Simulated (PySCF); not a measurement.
# Tb2I6: other functionals and bases at one geometry

One table from this session's results is given with a row withheld; the runs are named, their logs left out.

Program: PySCF 2.14.0. Level of theory: several levels, as the steps say, no spin–orbit coupling. These are calculated values, not measurements.

2 further runs of the same task are left out: 1 for a known fault of the program, 1 that didn't finish.

**Starting geometry**

8 atoms, charge 0, spin multiplicity 1.

Bond lengths: Tb1–I3 3.079 Å, Tb1–I4 3.079 Å, Tb1–I5 2.854 Å, Tb1–I6 2.854 Å, Tb2–I3 3.079 Å, Tb2–I4 3.079 Å, Tb2–I7 2.854 Å, Tb2–I8 2.854 Å. Angles: I3–Tb1–I4 90.2°, I3–Tb1–I5 111.7°, I3–Tb1–I6 111.7°, I4–Tb1–I5 111.7°, I4–Tb1–I6 111.7°, I5–Tb1–I6 116.7°, I3–Tb2–I4 90.2°, I3–Tb2–I7 111.7°, I3–Tb2–I8 111.7°, I4–Tb2–I7 111.7°, I4–Tb2–I8 111.7°, I7–Tb2–I8 116.7°, Tb1–I3–Tb2 89.8°, Tb1–I4–Tb2 89.8°.

Geometry (Å):

```
Tb    0.00000    0.00000    2.17229
Tb    0.00000    0.00000   -2.17229
I     2.18150    0.00000    0.00000
I    -2.18150    0.00000    0.00000
I     0.00000    2.42977    3.66923
I     0.00000   -2.42977    3.66923
I     0.00000    2.42977   -3.66923
I     0.00000   -2.42977   -3.66923
```

Formal oxidation states: Tb +3. Each metal's 8 4f electrons lie in its core potential, so multiplicities, spins and levels count the valence alone. An earlier session relaxed this geometry at B3LYP, Tb lcecp-1-SVP with ECP54, I def2-SVP with ECP28 (singlet, point group D2h).

At B3LYP on the finer grid: E = -1860.309011 Eh, HOMO -7.50 eV, LUMO -3.46 eV, Mulliken charge on Tb1 +0.86 e, largest force component 0.007 eV/Å. 

Levels to run: TPSSh; TPSS; BP86; BLYP. Hardware: 4 threads of Arm Neoverse V1, shared host.

Set-up of the first run:

The input, run.py (the lines that set the calculation):

```python
mol = gto.M(atom='''
Tb     0.00000     0.00000     2.17229
Tb     0.00000     0.00000    -2.17229
I      2.18150     0.00000     0.00000
I     -2.18150     0.00000     0.00000
I      0.00000     2.42977     3.66923
I      0.00000    -2.42977     3.66923
I      0.00000     2.42977    -3.66923
I      0.00000    -2.42977    -3.66923''',
    basis={'Tb': 'lcecp-1-SVP', 'I': 'def2-SVP'},
    ecp={'Tb': 'lcecp-1-SVP', 'I': 'def2-SVP'},
    charge=0, spin=0)
mf = dft.RKS(mol, xc='TPSSH')
mf.grids.atom_grid = (75, 302)  # f atoms: unpruned, at least (60, 302)
mf = mf.density_fit()  # fitting sets: Tb AutoAux, I def2-universal-JKFIT
mf.conv_tol = 1e-08; mf.max_cycle = 55
mf.kernel(dm0)  # dm0: the density of the relaxed state
```

On the command line:

```console
> OMP_NUM_THREADS=4 python run.py
```

Steps of the session up to this table: TPSSh; TPSS; BP86; BLYP.

One of the session's tables, all rows but one given; the rest of the session is left out.

```
               level  HOMO (eV)  gap (eV)  charge on Tb1 (e)  largest force component (eV/Å)
B3LYP (relaxed here)      -7.50      4.03               0.86                            0.01
               TPSSh          ?         ?                  ?                               ?
                TPSS      -6.81      2.96               0.91                            0.10
                BP86      -6.80      2.71               0.74                            0.10
                BLYP      -6.42      2.67               0.72                            0.13
```

**Question.** Estimate the row for TPSSh.

The run gave: HOMO (eV): -7.25; gap (eV): 3.62; charge on Tb1 (e): 0.96; largest force component (eV/Å): 0.14. In the column «HOMO (eV)» it lies between B3LYP (relaxed here) (-7.50) and TPSS (-6.81).

In one basis the HOMO–LUMO gap runs from 2.67 eV (BLYP) to 4.03 eV (B3LYP). The largest leftover force, 0.14 eV/Å with TPSSh, stands at a geometry relaxed at another level. With 4f in the core, its levels are missing from HOMO and gap, and its count is fixed, so no charge can pass from the ligands into it. Total energies of different levels can't be compared.
